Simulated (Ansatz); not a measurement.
# CH8O3Si2: up Jacob's ladder to CCSD(T)

An exercise on one series of results from a longer session: the logs are not shown, and one member is left open.

Computed with Ansatz 0.2.0, Gaussian basis. Level: functionals in def2-TZVPP, the program's frozen cores in correlated methods.

Plan: PBE-D4, r2SCAN-D4, PBE0-D4, B3LYP-D4, ωB97X-V, ωB97M-V, B2PLYP; CCSD(T)/def2-TZVPP; MP2/def2-QZVPP; extrapolation to the limit.

**The relaxed structure**

The geometry comes from an earlier relaxation with PBE0-D4 in a triple-zeta def2 set; it is a stationary point, not always the lowest conformer.

14 atoms, charge 0, spin multiplicity 1.

Atoms are counted from 1 here; the program's logs count them from 0.

Bond lengths: C1–O2 1.410 Å, C1–H7 1.096 Å, C1–H8 1.094 Å, C1–H9 1.091 Å, O2–Si3 1.631 Å, Si3–O4 1.631 Å, Si3–O5 1.622 Å, Si3–H10 1.477 Å, O4–H11 0.958 Å, O5–Si6 1.640 Å, Si6–H12 1.486 Å, Si6–H13 1.484 Å, Si6–H14 1.484 Å. Angles: O2–C1–H7 111.7°, O2–C1–H8 111.1°, O2–C1–H9 108.3°, H7–C1–H8 108.6°, H7–C1–H9 108.4°, H8–C1–H9 108.7°, C1–O2–Si3 124.1°, O2–Si3–O4 106.8°, O2–Si3–O5 112.5°, O2–Si3–H10 109.9°, O4–Si3–O5 108.3°, O4–Si3–H10 112.8°, O5–Si3–H10 106.6°, Si3–O4–H11 117.2°, Si3–O5–Si6 142.5°, O5–Si6–H12 110.8°, O5–Si6–H13 110.1°, O5–Si6–H14 107.7° and more.

Geometry (Å):

```mol
CH8O3Si2
  3D, bonds by distance, orders not assigned

 14 13  0  0  0  0  0  0  0  0999 V2000
   -2.0196   -0.1727   -1.2365 C   0  0
   -0.6322    0.0111   -1.4080 O   0  0
    0.3052    0.8916   -0.4042 Si  0  0
    1.8045    0.8985   -1.0457 O   0  0
    0.3916    0.2542    1.0846 O   0  0
    1.2438   -0.8088    1.9983 Si  0  0
   -2.5345    0.7775   -1.0546 H   0  0
   -2.2264   -0.8475   -0.4000 H   0  0
   -2.4224   -0.6145   -2.1490 H   0  0
   -0.2594    2.2479   -0.2515 H   0  0
    1.8781    0.7528   -1.9896 H   0  0
    1.6141   -2.0082    1.2035 H   0  0
    2.4750   -0.1633    2.5181 H   0  0
    0.3820   -1.2185    3.1348 H   0  0
  1  2  8  0
  2  3  8  0
  3  4  8  0
  3  5  8  0
  5  6  8  0
  1  7  8  0
  1  8  8  0
  1  9  8  0
  3 10  8  0
  4 11  8  0
  6 12  8  0
  6 13  8  0
  6 14  8  0
M  END
```

The first run:

Input file in.yaml:

```yaml
crystal:
  periodic: [false, false, false]
  atoms:
    - {symbol: C, position_ang: [-2.019553, -0.172688, -1.236500]}
    - {symbol: O, position_ang: [-0.632213, 0.011075, -1.407981]}
    - {symbol: Si, position_ang: [0.305169, 0.891628, -0.404250]}
    - {symbol: O, position_ang: [1.804525, 0.898468, -1.045682]}
    - {symbol: O, position_ang: [0.391636, 0.254165, 1.084610]}
    - {symbol: Si, position_ang: [1.243756, -0.808811, 1.998326]}
    - {symbol: H, position_ang: [-2.534471, 0.777476, -1.054623]}
    - {symbol: H, position_ang: [-2.226378, -0.847521, -0.400031]}
    - {symbol: H, position_ang: [-2.422416, -0.614460, -2.149030]}
    - {symbol: H, position_ang: [-0.259385, 2.247948, -0.251528]}
    - {symbol: H, position_ang: [1.878081, 0.752762, -1.989610]}
    - {symbol: H, position_ang: [1.614148, -2.008215, 1.203494]}
    - {symbol: H, position_ang: [2.475049, -0.163300, 2.518050]}
    - {symbol: H, position_ang: [0.382041, -1.218525, 3.134754]}
basis:
  gaussian: {orbitals: def2-TZVPP}
hamiltonian: {xc: pbe, dispersion: d4}
output: {forces: true, orbitals: {seedname: orbitals}}
```

Launch:

```sh
$ ansatz run in.yaml --threads 2 --pin off --events-out ev --progress --plain --max-ram 32768MiB --backend cuda --devices 0, --max-vram 18GiB
```

Among the steps run: PBE-D4 (GGA); r2SCAN-D4 (meta-GGA); PBE0-D4 (hybrid); B3LYP-D4 (hybrid); ωB97X-V (range-separated); ωB97M-V (range-separated); B2PLYP (double hybrid); CCSD(T) in def2-TZVPP; MP2 in def2-QZVPP.

One table of the session follows, with a row left open; its other results are not shown here.

| method | atomisation energy (eV) |
| --- | --- |
| PBE-D4 | 55.138 |
| r2SCAN-D4 | 54.985 |
| PBE0-D4 | 54.297 |
| B3LYP-D4 | 54.833 |
| ωB97X-V | 55.184 |
| ωB97M-V | 55.141 |
| B2PLYP | 54.394 |
| HF/def2-TZVPP | 40.462 |
| MP2/def2-TZVPP | 54.662 |
| CCSD/def2-TZVPP | 53.021 |
| CCSD(T)/def2-TZVPP | 53.701 |
| MP2/CBS | 56.229 |
| CCSD(T)/CBS | ? |

**Question.** Estimate the row for CCSD(T)/CBS.

**Answer.** atomisation energy (eV): 55.269. In the column «atomisation energy (eV)» it lies between ωB97X-V (55.184) and MP2/CBS (56.229).
